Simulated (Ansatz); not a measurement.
# PtS2: the cost of one run

Program: Ansatz 0.2.0, driven from Python. Level of theory: DFT PBEsol+D3(BJ), plane waves, PAW. These are calculated values, not measurements.

### Step 1. Starting point

It takes space group P-3m1 (No. 164, trigonal). The conventional cell has a = 3.543 Å, b = 3.543 Å, c = 5.039 Å, α = 90.00°, β = 90.00°, γ = 120.00°. Pt (site symmetry -3m) is surrounded by 6 S at 2.34 Å. S (site symmetry 3m) is surrounded by 3 Pt at 2.34 Å.

The script holds or builds the structure itself.

### Step 2. Script

pts2.py

```python
# -*- coding: utf-8 -*-
'''Relax cell and ions of PtS2.'''

from collections import Counter

import ansatz as az
from ase import Atoms
from ase.io import write
import matplotlib.pyplot as plt
import numpy as np

def edges_and_angles(cell):
    cell = np.asarray(cell)
    a, b, c = np.linalg.norm(cell, axis=1)
    cosines = cell[1] @ cell[2] / (b * c), cell[0] @ cell[2] / (a * c), cell[0] @ cell[1] / (a * b)
    return (a, b, c, *np.degrees(np.arccos(cosines)))

structure = (
    az.Lattice.from_parameters(3.5432, 3.5432, 5.0388, alpha=90.0, beta=90.0, gamma=120.0)
    .atom('Pt', (0.0, 0.0, 0.0))
    .atom('S', (1 / 3, 2 / 3, 0.227))
    .atom('S', (2 / 3, 1 / 3, 0.773))
)

# part of the cell is held
setup = structure.calculation()
setup = setup.functional(az.Functional.PBESOL, dispersion='d3bj')
setup = setup.pseudopotentials('paw')
setup = setup.basis(420)
setup = setup.kpoints(mesh=(8, 8, 5)).occupations(az.OccupationsMethod.GAUSSIAN, width=0.1)
setup = setup.scf(tolerance=1e-07)
setup = setup.relax(max_steps=40, fix_cell=['a', 'angles'], stress_tolerance=0.05)
setup = setup.density_of_states(energy_step=0.1, method='tetrahedron', nscf_kmesh_spacing=0.2)
setup = setup.band_table()
steps = []


def follow(event):
    if event['event'] != 'relax_step':
        return
    row = event['data']
    steps.append(row)
    print(f'step {row["step"]:3d}  E = {row["lagrangian_ev"]:.5f} eV  largest force component = {row["allowed_force_max_ev_ang"]:.4f} eV/A  P = {row["pressure_gpa"]:.3f} GPa')


out = setup.session().plan(threads=1).execute(on_event=follow)
r = out.report

first, last = steps[0], steps[-1]
symbols = [site.symbol for site in out.lattice.sites]
print(f'energy gained {first["lagrangian_ev"] - last["lagrangian_ev"]:.4f} eV in {len(steps) - 1} steps')
for label, vectors in (('before', first['cell_ang']), ('after', out.lattice.cell_ang)):
    print(label, 'a b c (A) {:.4f} {:.4f} {:.4f}  angles {:.2f} {:.2f} {:.2f}'.format(*edges_and_angles(vectors)), f' V = {abs(np.linalg.det(vectors)):.3f} A^3')
print('final stress xx yy zz (GPa, compression positive):', np.round(np.diag(r['stress_gpa']), 3) + 0.0)

print('atom   start x y z (A)              end x y z (A)')
for symbol, a, b in zip(symbols, first['positions_ang'], last['positions_ang']):
    print(f'{symbol:3s}', ' '.join(f'{v:8.4f}' for v in a), '  ', ' '.join(f'{v:8.4f}' for v in b))

relaxed = Atoms(symbols, positions=[site.position_ang for site in out.lattice.sites], cell=out.lattice.cell_ang, pbc=True)
write('relaxed.cif', relaxed, format='cif')

fig, (top, bottom) = plt.subplots(2, 1, sharex=True, figsize=(4.5, 4))
top.plot([s['lagrangian_ev'] - last['lagrangian_ev'] for s in steps], 'o-')
top.set_ylabel('E - E(final) (eV)')
bottom.semilogy([max(s['allowed_force_max_ev_ang'], 1e-6) for s in steps], 's-')
bottom.set(xlabel='step', ylabel='largest force (eV/A)')
fig.tight_layout()
fig.savefig('relax.png', dpi=100)

change = np.array(last['positions_ang']) @ np.linalg.inv(last['cell_ang']) - np.array(first['positions_ang']) @ np.linalg.inv(first['cell_ang'])
moved = np.linalg.norm(change @ np.array(last['cell_ang']), axis=1)
print('displacement within the cell, strain taken out (A):', ' '.join(f'{s}:{d:.3f}' for s, d in zip(symbols, moved)))

for key in ('converged', 'n_iterations', 'n_electrons', 'n_kpoints', 'n_pw', 'n_symmetry_ops', 'free_energy_ev', 'fermi_energy_ev'):
    print(f'{key:18s} {r[key]}')

told = Counter((n['data']['severity'], n['data']['kind']) for n in out.notices if n['event'] == 'notice')
for (severity, kind), count in sorted(told.items()):
    print(f'{severity:8s} {kind} x{count}')

dos = out.density_of_states()
energy = np.asarray(dos.energies_ev) - dos.fermi_ev
top = min(levels[-1] for levels in r['eigenvalues_ev']) - dos.fermi_ev  # the computed bands end here
for spin, channel in enumerate(dos.channels):
    g = np.asarray(channel.g_bin_mean_per_ev)
    peak = np.where(np.abs(energy) < 8, g, 0).argmax()
    print(f'channel {spin}: g(E_F) = {np.interp(0.0, energy, g):.3f} states/eV, highest peak within 8 eV {g[peak]:.2f} at {energy[peak]:.2f} eV')
grid = np.arange(-8, min(6, top), 0.5)
columns = [grid] + [np.interp(grid, energy, ch.g_bin_mean_per_ev) for ch in dos.channels]
np.savetxt('dos_pts2.dat', np.column_stack(columns), fmt='%.3f', header='E-EF (eV), states/eV by channel')
```

### Step 3. Running it

Run with:

```console
> python pts2.py
```

Q: Estimate wall time and peak memory on 1 thread of Arm Neoverse V2, shared host.

About 66 s, with a peak of 0.58 GiB.
